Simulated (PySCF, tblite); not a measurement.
# C₂H₆BO₃ radical: geometry, infrared bands and EPR parameters

Wanted: the infrared bands and EPR parameters of C₂H₆BO₃ radical (`[O]CCB(O)O`), by calculation.

Programs: tblite 0.8.0 and PySCF 2.14.0, with density-fitted response routines of our own. Each step states its level of theory. These are calculated values for one molecule in the gas phase, unless marked as measured. Atoms are numbered from 0 throughout.

### 1 The molecule as given

12 atoms, charge 0, multiplicity 2; geometry from: force field or distance geometry start.

Bonds of the start (Å): O0–C1 1.39, C1–C2 1.51, C2–B3 1.58, B3–O4 1.43, B3–O5 1.47, C1–H6 1.11, C1–H7 1.10, C2–H8 1.11, C2–H9 1.11, O4–H10 0.97, O5–H11 0.99.

### 2 Geometry optimisation with GFN2-xTB

The job: settings as JSON, then the geometry in Å.

```
{"job": {"kind": "relax", "xc": "GFN2-xTB", "basis": "xTB"}, "charge": 0, "multiplicity": 2}
O     -0.956600     1.511300     0.939400
C     -1.411700     0.287700     0.448200
C     -0.521200    -0.093500    -0.713700
B      1.003700    -0.207300    -0.333000
O      1.804600     0.969400    -0.455700
O      1.590900    -1.516400    -0.028100
H     -1.339900    -0.428200     1.297900
H     -2.457400     0.308800     0.122600
H     -0.561300     0.688400    -1.506500
H     -0.815800    -1.087400    -1.097200
H      2.233600     1.259000     0.364400
H      1.432200    -1.692400     0.935800
```

Run with:

```console
> OMP_NUM_THREADS=1 python probes_run.py task.json out
```

This one command runs all jobs of the session in turn.

**Question.** This job is followed by: GFN2-xTB harmonic vibrations, gas phase; UKS B3LYP, pcH-1 on B C H O, non-relativistic, mean-field spin-orbit, GIAO. What will the session give for the following? strongest single infrared mode (GFN2-xTB); zero-point energy (GFN2-xTB); g(iso) (B3LYP); ⟨S²⟩; largest a(iso) (averaged by class); surface potential, 1st and 99th percentile; property runs in this session.

**Answer**, as computed:

| quantity | value |
| --- | --- |
| strongest single infrared mode (GFN2-xTB) | 1222 cm⁻¹, 498 km/mol |
| zero-point energy (GFN2-xTB) | 54.0 kcal/mol |
| g(iso) (B3LYP) | 2.02156 |
| ⟨S²⟩ | 0.754 (exact 0.75) |
| largest a(iso) (averaged by class) | 1H on H6, H7, 248.1 MHz |
| surface potential, 1st and 99th percentile | -1.34 V and 2.13 V |
| property runs in this session | 1, of which 0 failed and 1 gave unsound results |

Over 141 steps the energy fell by 1.766 eV; of the close pairs, B3–O5 changed most, 1.467 to 1.331 Å. All 30 modes are real, so the xTB geometry is a minimum. The strongest single mode, at 1222 cm⁻¹, is carried by B3, H11, O5. GFN2-xTB is a fitted tight-binding method: band positions and strengths are rough. Its intensities can rank the bands wrongly. Most of the unpaired spin sits on O0 (0.74 e). The isotropic g lies 19.2 ppt above the free-electron value. These values are not to be trusted: the run shows a large g shift, which the driver flags as unsure.
